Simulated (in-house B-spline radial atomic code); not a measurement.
# C⁵⁺: ionisation energy by several methods

How far do functionals differ on the ionisation energy of C⁵⁺? Each run solves C⁵⁺ and then the next ion (bare nucleus).

Program: in-house B-spline radial atomic code version 1. Level of theory: non-relativistic, several functionals, spin-polarised, exact exchange averaged over the configuration; spherical all-electron atom at the radial basis limit. These are calculated values, not measurements, unless marked.

**1. What is computed**

| Quantity | Value |
| --- | --- |
| element | carbon (Z = 6) |
| charge | +5 |
| electrons | 1 |
| configuration | 1s1 |
| nucleus | point |

Where spins are not typed, each open shell is filled with up spins first.

**2. LC-ωPBE, a range-separated hybrid**

Settings, as recorded:

```ini
Z = 6
electrons = 1.0
configuration = 1s1
hamiltonian = nr
method = lc_wpbe
spin_polarised = True
exact_exchange = averaged over the configuration
```

On the command line:

```console
$ python run_scf.py task.json out
```

The settings of every run stand in task.json; they run in order.

**3. BHandHLYP, a global hybrid**

The settings differ from step 2 so:

```diff
@@ -4,3 +4,3 @@
 hamiltonian = nr
-method = lc_wpbe
+method = bhandhlyp
 spin_polarised = True
```

**4. TPSSh, a global hybrid**

The settings differ from step 3 so:

```diff
@@ -4,3 +4,3 @@
 hamiltonian = nr
-method = bhandhlyp
+method = tpssh
 spin_polarised = True
```

**5. M06-2X, a global hybrid**

The settings differ from step 4 so:

```diff
@@ -4,3 +4,3 @@
 hamiltonian = nr
-method = tpssh
+method = m062x
 spin_polarised = True
```

**6. ωB97X, a range-separated hybrid**

The settings differ from step 5 so:

```diff
@@ -4,3 +4,3 @@
 hamiltonian = nr
-method = m062x
+method = wb97x
 spin_polarised = True
```

**Question.** The tabulated ionisation energy is 489.993 ± 2.2e-07 eV (tabulated theoretical; NIST Atomic Spectra Database). What does each method give, and which comes nearest?

**Answer**, as computed:

| method | rung | total energy (hartree) | ΔSCF (eV) | −ε highest (eV) | ΔSCF less tabulated (eV) |
| --- | --- | --- | --- | --- | --- |
| BHandHLYP | global hybrid | -17.9919 | 489.58 | 470.86 (1s up) | -0.41 |
| TPSSh | global hybrid | -18.0002 | 489.81 | 458.12 (1s up) | -0.18 |
| M06-2X | global hybrid | -17.9887 | 489.50 | 469.60 (1s up) | -0.50 |
| LC-ωPBE | range-separated hybrid | -17.9715 | 489.03 | 457.97 (1s up) | -0.96 |
| ωB97X | range-separated hybrid | -18.0300 | 490.62 | 461.90 (1s up) | +0.63 |

**Reading.** Against the tabulated ionisation energy, 489.993 ± 2.2e-07 eV (tabulated theoretical; NIST Atomic Spectra Database), the best here is TPSSh (-0.18 eV) and the worst LC-ωPBE (-0.96 eV, or 0.20 %).
